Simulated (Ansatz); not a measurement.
# Ga3Sb: the cost of one run

Computed with Ansatz 0.2.0 (DFT PBEsol+D3(BJ), scalar-relativistic, plane waves, PAW, unless a step's input says otherwise).

4 further runs of the same task are left out: 1 that didn't finish, 3 set aside as unsound or not needed.

### 1 The system as given

Symmetry: I4/mmm, No. 139, tetragonal system. Conventional cell: a = 4.186 Å, b = 4.186 Å, c = 8.952 Å, α = 90.00°, β = 90.00°, γ = 90.00°. Around Ga (site symmetry -4m2) lie 8 Ga at 2.96 to 3.06 Å and 4 Sb at 3.06 Å. Ga (site symmetry 4/mmm) has 4 Sb at 2.96 Å and 8 Ga at 3.06 Å as nearest neighbours. Sb (site symmetry 4/mmm) has 12 Ga at 2.96 to 3.06 Å as nearest neighbours.

Coordinates:

```xyz
4
Lattice="-2.0930 2.0930 4.4762 2.0930 -2.0930 4.4762 2.0930 2.0930 -4.4762" Properties=species:S:1:pos:R:3 pbc="T T T"
Ga    0.0000    2.0930    2.2381
Ga    2.0930    0.0000    2.2381
Ga    0.0000    0.0000    4.4762
Sb    0.0000    0.0000    0.0000
```

It goes back to an entry of the Materials Project, which need not be the stable form.

It is the result of an earlier relaxation at this level (volume 19.61 Å³/atom; gap on the mesh: none (metal)).

### 2 Plan of the line

The energy is mapped over volume and the cell's shape.

The axes are (1) volume per atom: 5 values from 18.04 to 21.18 Å³; (2) c/a of the conventional cell: 5 values from 1.783 to 2.565.

Nothing else is relaxed (symmetry fixes all fractional coordinates). Energies count from the relaxed crystal. Points are written as (first, second).

### 3 Grid point (18.04 Å³, 2.342)

input.yaml reads:

```yaml
crystal:
  lattice:
    - [-1.9748738659, 1.9748738659, 4.6257470561]
    - [1.9748738659, -1.9748738659, 4.6257470561]
    - [1.9748738659, 1.9748738659, -4.6257470561]
  atoms:
    - { symbol: Ga, position: [0.75, 0.25, 0.5] }
    - { symbol: Ga, position: [0.25, 0.75, 0.5] }
    - { symbol: Ga, position: [0.5, 0.5, 0.0] }
    - { symbol: Sb, position: [0.0, 0.0, 0.0] }
basis:
  ecutwfc: 420
kpoints:
  mp_grid: { grid: [14, 14, 14] }
hamiltonian:
  xc: pbesol
  pseudopotentials: { kind: paw, azcp: { folder: soft_1 } }
  dispersion: d3bj
scf:
  occupations: { method: gaussian, width: 0.15 }
output:
  forces: true
  stress: true
  eigenvalues: true
```

The run is started by

```sh
ansatz run input.yaml --threads 2 --pin off --max-ram 4096MiB --backend cpu --events-out ev --progress --plain --runs-dir out
```

What time and memory should one allow on 2 threads of Arm Neoverse N1, shared host?

About 41 s, with a peak of 0.66 GiB.
